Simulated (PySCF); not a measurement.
# TiO2 (titanium dioxide) at SCAN-D4/cc-pwCVTZ

What is the energy change on altering one bond length of TiO2 (titanium dioxide) at SCAN-D4/cc-pwCVTZ? The job is set up through a Python script.

The results are computed with PySCF 2.14.0.

## 1. The molecule

TiO2: 3 atoms, total charge 0, spin state singlet. SMILES: `[O]=[Ti]=[O]`. The shape is that of a PBE0-D4/def2-TZVP optimisation.

Bond lengths: O1–Ti2 1.628 Å, Ti2–O3 1.628 Å. Angles: O1–Ti2–O3 111.8°.

## 2. The charge distribution at SCAN-D4/cc-pwCVTZ

Input file job.py:

```python
# [O]=[Ti]=[O]
import numpy
from pyscf import gto, scf, dft, lo

mol = gto.M(
    atom='''
O      1.740438     1.755178     0.840172
Ti     0.255113    -0.929745     0.626633
O     -1.995740    -0.825432    -1.466805
''',
    max_memory=1860,
    unit='bohr',
    verbose=4,
    basis='cc-pwcvtz',
)

ks = dft.RKS(mol, xc='scan')
ks.max_cycle = 100
ks.disp = 'd4'
ks.kernel()
if not ks.converged:
    ks = ks.newton().run(ks.mo_coeff, ks.mo_occ)

e_final = ks.e_tot
print('E(%s) = %.9f' % ('SCAN', e_final))
dip = ks.dip_moment()
pop, q = ks.mulliken_pop()
quad = ks.quad_moment()
occ = ks.mo_coeff[:, ks.mo_occ > 0]
iaos = lo.vec_lowdin(lo.iao.iao(mol, occ), ks.get_ovlp())
c = iaos.T @ ks.get_ovlp() @ occ
pop_iao, q_iao = scf.hf.mulliken_pop(lo.iao.reference_mol(mol), (c * ks.mo_occ[ks.mo_occ > 0]) @ c.T, numpy.eye(c.shape[0]), verbose=0)
print('IAO charges', numpy.round(q_iao, 4))
```

Started as:

```console
$ OMP_NUM_THREADS=1 python job.py
```

Standard output:

```text
PySCF version 2.14.0

[INPUT] num. atoms = 3
[INPUT] num. electrons = 38
[INPUT] charge = 0
[INPUT] spin (= nelec alpha-beta = 2S) = 0
[INPUT] symmetry False subgroup None
[INPUT] Mole.unit = bohr
[INPUT] Symbol           X                Y                Z      unit          X                Y                Z       unit  Magmom
[INPUT]  1 O      0.921000126619   0.928800198708   0.444599875653 AA    1.740438000000   1.755178000000   0.840172000000 Bohr   0.0
[INPUT]  2 Ti     0.134999985809  -0.491999865967   0.331599903210 AA    0.255113000000  -0.929745000000   0.626633000000 Bohr   0.0
[INPUT]  3 O     -1.056100126921  -0.436799803564  -0.776199778864 AA   -1.995740000000  -0.825432000000  -1.466805000000 Bohr   0.0

nuclear repulsion = 127.009919252427
number of shells = 23
number of NR pGTOs = 275
number of NR cGTOs = 188
basis = cc-pwcvtz
ecp = {}

[... 62 lines left out ...]
converged SCF energy = -1000.07875270955
[... 1 line left out ...]
Dipole moment(X, Y, Z, Debye):  1.45826, -5.31267,  3.58115
[... 195 lines left out ...]
IAO charges [-0.6189  1.2376 -0.6188]
```

It took 39 s on 1 thread of Arm Neoverse V2, shared host; peak memory 1.7 GiB.

Atomic charges (e):

```csv
atom,Mulliken,IAO
O1,-0.488,-0.619
Ti2,+0.977,+1.238
O3,-0.488,-0.619
```

## 3. The distorted shape at the same level

Input file calc.py:

```python
import numpy
from pyscf import gto, scf, dft, lo

system = gto.M(
    atom='''
O      1.515352     1.765609     0.630828
Ti     0.030028    -0.919314     0.417289
O     -1.995740    -0.825432    -1.466805
''',
    charge=0,
    unit='bohr',
    max_memory=1860,
    verbose=4,
    basis='cc-pwcvtz',
)

mf = dft.RKS(system, xc='scan')
mf.max_cycle = 100
mf.disp = 'd4'
mf.kernel()
if not mf.converged:
    mf = mf.newton().run(mf.mo_coeff, mf.mo_occ)

etot = mf.e_tot
print(f'total energy: {etot:.8f} hartree')
mf.analyze()
quad = mf.quad_moment()
occ = mf.mo_coeff[:, mf.mo_occ > 0]
iaos = lo.vec_lowdin(lo.iao.iao(system, occ), mf.get_ovlp())
c = iaos.T @ mf.get_ovlp() @ occ
pop_iao, q_iao = scf.hf.mulliken_pop(lo.iao.reference_mol(system), (c * mf.mo_occ[mf.mo_occ > 0]) @ c.T, numpy.eye(c.shape[0]), verbose=0)
print('IAO charges', numpy.round(q_iao, 4))
```

Started as:

```console
$ OMP_NUM_THREADS=1 python calc.py
```

Standard output:

```text
PySCF version 2.14.0

[INPUT] num. atoms = 3
[INPUT] num. electrons = 38
[INPUT] charge = 0
[INPUT] spin (= nelec alpha-beta = 2S) = 0
[INPUT] symmetry False subgroup None
[INPUT] Mole.unit = bohr
[INPUT] Symbol           X                Y                Z      unit          X                Y                Z       unit  Magmom
[INPUT]  1 O      0.801889744922   0.934320046195   0.333819801610 AA    1.515352000000   1.765609000000   0.630828000000 Bohr   0.0
[INPUT]  2 Ti     0.015890133290  -0.486480018480   0.220819829168 AA    0.030028000000  -0.919314000000   0.417289000000 Bohr   0.0
[INPUT]  3 O     -1.056100126921  -0.436799803564  -0.776199778864 AA   -1.995740000000  -0.825432000000  -1.466805000000 Bohr   0.0

nuclear repulsion = 134.021023490007
number of shells = 23
number of NR pGTOs = 275
number of NR cGTOs = 188
basis = cc-pwcvtz
ecp = {}

[... 82 lines left out ...]
MO #9   energy= -1.45115994963514  occ= 2
[... 19 lines left out ...]
MO #29  energy= 0.100751774201087  occ= 0
[... 19 lines left out ...]
MO #49  energy= 0.742528761732423  occ= 0
[... 19 lines left out ...]
MO #69  energy= 1.73769097613145   occ= 0
[... 19 lines left out ...]
MO #89  energy= 3.14145035086993   occ= 0
[... 19 lines left out ...]
MO #109 energy= 5.28530171001777   occ= 0
[... 19 lines left out ...]
MO #129 energy= 6.54097322376631   occ= 0
[... 19 lines left out ...]
MO #149 energy= 10.9075663265202   occ= 0
[... 19 lines left out ...]
MO #169 energy= 22.3427031211924   occ= 0
[... 213 lines left out ...]
Dipole moment(X, Y, Z, Debye):  0.44429, -5.67797,  2.81286
[... 2 lines left out ...]
IAO charges [-0.6706  1.146  -0.4754]
```

Run time: 39 s. Hardware: 1 thread of Arm Neoverse V2, shared host; peak memory 1.7 GiB.

Atomic charges (e):

```csv
atom,Mulliken,IAO
O1,-0.525,-0.671
Ti2,+0.984,+1.146
O3,-0.459,-0.475
```

## 4. Summary of results

Level: SCAN-D4/cc-pwCVTZ.

| quantity | value |
| --- | --- |
| first shape: total energy | -1000.07875 Eh |
| first shape: dipole moment | 6.57 D |
| first shape: HOMO energy | -5.99 eV |
| first shape: LUMO energy | -3.07 eV |
| first shape: HOMO–LUMO gap | 2.92 eV |
| first shape: dispersion energy | -0.55 kJ/mol |
| distorted shape: total energy | -1000.04514 Eh |
| distorted shape: dipole moment | 6.35 D |
| distorted shape: HOMO energy | -5.65 eV |
| distorted shape: LUMO energy | -2.73 eV |
| distorted shape: HOMO–LUMO gap | 2.93 eV |
| distorted shape: dispersion energy | -0.57 kJ/mol |
| energy change with the Ti2–O3 bond shortened from 1.628 to 1.465 Å | 0.915 eV |

With the Ti2–O3 bond shortened from 1.628 to 1.465 Å the energy rises by 0.91 eV (88.2 kJ/mol). The first shape isn't relaxed at this level, so the change isn't measured from a minimum. Mulliken charges (first shape) run from -0.49 on O1 to +0.98 on Ti2; they depend strongly on the basis. Mulliken charges (distorted shape) run from -0.52 on O1 to +0.98 on Ti2; they depend strongly on the basis.
